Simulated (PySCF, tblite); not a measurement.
**C7H9FSSi: geometry, infrared bands and NMR shifts**

What infrared bands and NMR shifts should C7H9FSSi (`C#CC1=CS[SiH2][C@@H](F)CC1`) show?

Programs: tblite 0.8.0 and PySCF 2.14.0, with density-fitted response routines of our own. Each step states its level of theory. These are calculated values for one molecule in the gas phase, unless marked as measured. Atoms are numbered from 0 throughout.

## 1. Starting geometry

19 atoms, charge 0, multiplicity 1; geometry from: force field or distance geometry start.

Bonds of the start (Å): C0–C1 1.21, C1–C2 1.42, C2–C3 1.36, C3–S4 1.73, S4–Si5 2.17, Si5–C6 1.86, C6–F7 1.36, C6–C8 1.54, C8–C9 1.53, C9–C2 1.52, C0–H10 1.06, C3–H11 1.08, Si5–H12 1.48, Si5–H13 1.48, C6–H14 1.10, C8–H15 1.10, C8–H16 1.10, C9–H17 1.09, C9–H18 1.10.

## 2. Geometry optimisation with GFN2-xTB

The job: settings as JSON, then the geometry in Å.

```
{"job": {"kind": "relax", "xc": "GFN2-xTB", "basis": "xTB"}, "charge": 0, "multiplicity": 1}
C      3.523000    -0.695000    -0.967800
C      2.529200    -0.331400    -0.382100
C      1.371200     0.080400     0.338600
C      1.209800     1.412300     0.542700
S     -0.133800     2.146700     1.357200
Si    -1.825000     1.574900     0.120900
C     -2.013400    -0.265400     0.280000
F     -3.055500    -0.639800    -0.512400
C     -0.822600    -1.162300    -0.096200
C      0.400400    -0.995900     0.806500
H      4.382300    -1.009300    -1.495000
H      1.977000     2.089300     0.206900
H     -1.531900     1.991300    -1.264600
H     -3.012200     2.304200     0.618300
H     -2.321500    -0.495100     1.311800
H     -1.172100    -2.199000    -0.010700
H     -0.564400    -1.012800    -1.150600
H      0.107000    -0.834300     1.845400
H      0.942800    -1.949400     0.820700
```

Launch:

```
$ OMP_NUM_THREADS=1 python probes_run.py task.json out
```

One launch serves the whole session: the jobs run in the order shown.

**Question.** This job is followed by: GFN2-xTB harmonic vibrations, gas phase; GIAO PBE0/pcSseg-1 NMR shielding, non-relativistic, gas phase. What will the session give for the following? strongest single infrared mode (GFN2-xTB); zero-point energy (GFN2-xTB); ¹³C shifts against TMS (PBE0/pcSseg-1); ¹H shifts against TMS (PBE0/pcSseg-1); ³³S shifts against CS2 (PBE0/pcSseg-1); ²⁹Si shifts against TMS (PBE0/pcSseg-1); ¹⁹F shifts against CFCl3 (PBE0/pcSseg-1); surface potential, 1st and 99th percentile.

As calculated:

| quantity | value |
| --- | --- |
| strongest single infrared mode (GFN2-xTB) | 696 cm⁻¹, 333 km/mol |
| zero-point energy (GFN2-xTB) | 84.3 kcal/mol |
| ¹³C shifts against TMS (PBE0/pcSseg-1) | 140.9, 140.3, 91.7, 89.3, 88.7, 33.5, 30.4 ppm |
| ¹H shifts against TMS (PBE0/pcSseg-1) | 6.86, 4.79, 4.74, 4.41, 2.88, 2.52, 2.47, 2.29, 1.71 ppm |
| ³³S shifts against CS2 (PBE0/pcSseg-1) | -119 ppm |
| ²⁹Si shifts against TMS (PBE0/pcSseg-1) | -39.4 ppm |
| ¹⁹F shifts against CFCl3 (PBE0/pcSseg-1) | -233.7 ppm |
| surface potential, 1st and 99th percentile | -0.91 V and 1.37 V |

In words: The optimisation took 74 steps and gained 0.176 eV; among the close pairs (by a distance rule), Si5–C6 changed most, from 1.857 to 1.922 Å. All 51 modes are real, so the xTB geometry is a minimum. The strongest single mode, at 696 cm⁻¹, moves mainly H12 and H13. Unscaled tight-binding wavenumbers are off by several per cent, some by more. Its intensities can rank the bands wrongly. H11 (hydrogen on an alkene CH) lies farthest downfield among hydrogen, at 6.86 ppm; attached to an sp2 carbon and in the plane of the double bond. At PBE0/pcSseg-1: The widest tensor belongs to S4: span 338 ppm, with a paramagnetic part of -434 ppm. At PBE0/pcSseg-1, counted by nearest atom on the grid, the HOMO lies on S4 32 %; C0, C2, C3 about 15 % each, the LUMO on C2, C3 about 24 % each; C0 15 %.
